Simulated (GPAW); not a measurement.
NaLaMnMoO6, 10 atoms in the cell. The typed cell holds 10 atoms: a = 5.109 Å, b = 5.694 Å, c = 5.920 Å, α = 117.98°, β = 98.89°, γ = 92.48°. The cell was built by a generator and needn't be a form met in nature.

- Program: GPAW 26.7.0
- Task: single point
- Functional: PBE
- Dispersion: D3(BJ)
- Potentials or basis: GPAW PAW data sets (gpaw-data 1.2.1)
- Cutoff: 800 eV
- Basis: pw
- k mesh: 3 × 3 × 3
- Occupations: fermi-dirac, width 0.05 eV
- Spin: collinear spin, ferromagnetic start
- Starting moments: [0.0, 0.0, 4.0, 1.0, 0.0, 0.0, 0.0, 0.0, 0.0, 0.0] μB
- Maxiter: 150

Potentials or basis: GPAW PAW data sets (gpaw-data 1.2.1), pw.

Launch:

```console
$ OMP_NUM_THREADS=1 python run.py
```

Hardware: 1 thread of Arm Neoverse V1, on a shared host.

Question: Estimate the wall time of this run.

Answer: Run time: 11 min on 1 thread of Arm Neoverse V1, on a shared host, peak memory 0.65 GiB. Counts: scf iterations 19, plane waves 7666, bands 73, k points 14.
